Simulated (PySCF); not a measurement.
# HgO: changing the method

What do other methods print for HgO?

Program: PySCF 2.14.0. Level of theory: each script names its method and basis. These are calculated values, not measurements.

4 further runs of the same task are left out: 4 that didn't finish.

## 1. The system as given

HgO: 2 atoms, charge 0, spin multiplicity 1.

Bond lengths: Hg1–O2 2.113 Å.

## 2. The base run

Input file input.py:

```python
from pyscf import gto, scf

mol = gto.M(
    atom='Hg 0 0 0; O 0 0 2.113',
    basis='crenbl',
    ecp={'Hg': 'crenbl', 'O': 'crenbl'},
    charge=0,
    spin=0,
    verbose=4,
)
mf = scf.UHF(mol)
mf.kernel()
mf.dip_moment()
print('orbital energies (hartree):', [e[max(0, n-3):n+3].round(4) for e, n in zip(mf.mo_energy, mol.nelec)])
```

Command:

```console
> OMP_NUM_THREADS=1 python input.py
```

The log of this run is left out.

Base result: E(SCF) = -168.237816 Eh, 12 cycles, μ = 4.18 D.

The bond length is a typed value, not an optimised one.

## 3. Lc_wpbe (UKS)

Variant 1 changes functional: none (Hartree–Fock) → lc_wpbe; SCF type: UHF → UKS; step after the SCF: none → analyze.

Input file input.py:

```python
from pyscf import gto, dft

mol = gto.M(
    atom='Hg 0 0 0; O 0 0 2.113',
    basis='crenbl',
    ecp={'Hg': 'crenbl', 'O': 'crenbl'},
    charge=0,
    spin=0,
    verbose=4,
)
mf = dft.UKS(mol, xc='lc_wpbe')
mf.kernel()
mf.mulliken_pop()
mf.dip_moment()
print('orbital energies (hartree):', [e[max(0, n-3):n+3].round(4) for e, n in zip(mf.mo_energy, mol.nelec)])
```

Command:

```console
> OMP_NUM_THREADS=1 python input.py
```

## 4. Wb97 (UKS)

Variant 2 changes functional: none (Hartree–Fock) → wb97; SCF type: UHF → UKS; step after the SCF: none → analyze.

input.py, as its differences from that of step 2:

```diff
@@ -1,2 +1,2 @@
-from pyscf import gto, scf
+from pyscf import gto, dft
 
@@ -10,4 +10,5 @@
 )
-mf = scf.UHF(mol)
+mf = dft.UKS(mol, xc='wb97')
 mf.kernel()
+mf.mulliken_pop()
 mf.dip_moment()
```

## 5. Tpss (UKS)

Variant 3 changes functional: none (Hartree–Fock) → tpss; SCF type: UHF → UKS; step after the SCF: none → analyze.

input.py, as its differences from that of step 2:

```diff
@@ -1,2 +1,2 @@
-from pyscf import gto, scf
+from pyscf import gto, dft
 
@@ -10,4 +10,5 @@
 )
-mf = scf.UHF(mol)
+mf = dft.UKS(mol, xc='tpss')
 mf.kernel()
+mf.mulliken_pop()
 mf.dip_moment()
```

What does the calculation give? Wanted: for each run, E(SCF); from base; gap; SCF dipole.

The runs gave:

```tsv
run	E(SCF) (hartree)	from base (eV)	cycles	gap (eV)	SCF dipole (D)
base	-168.237816	0	12	9.58	4.18
lc_wpbe (UKS)	-169.460671	not comparable	12	7.60	5.37
wb97 (UKS)	-169.428751	not comparable	13	7.64	5.18
tpss (UKS)	-169.400813	not comparable	19	0.09	4.92
```

What this shows: A lower total energy from another functional means nothing by itself. The dearest run is “tpss (UKS)”, at 4.8 s against 0.65 s.
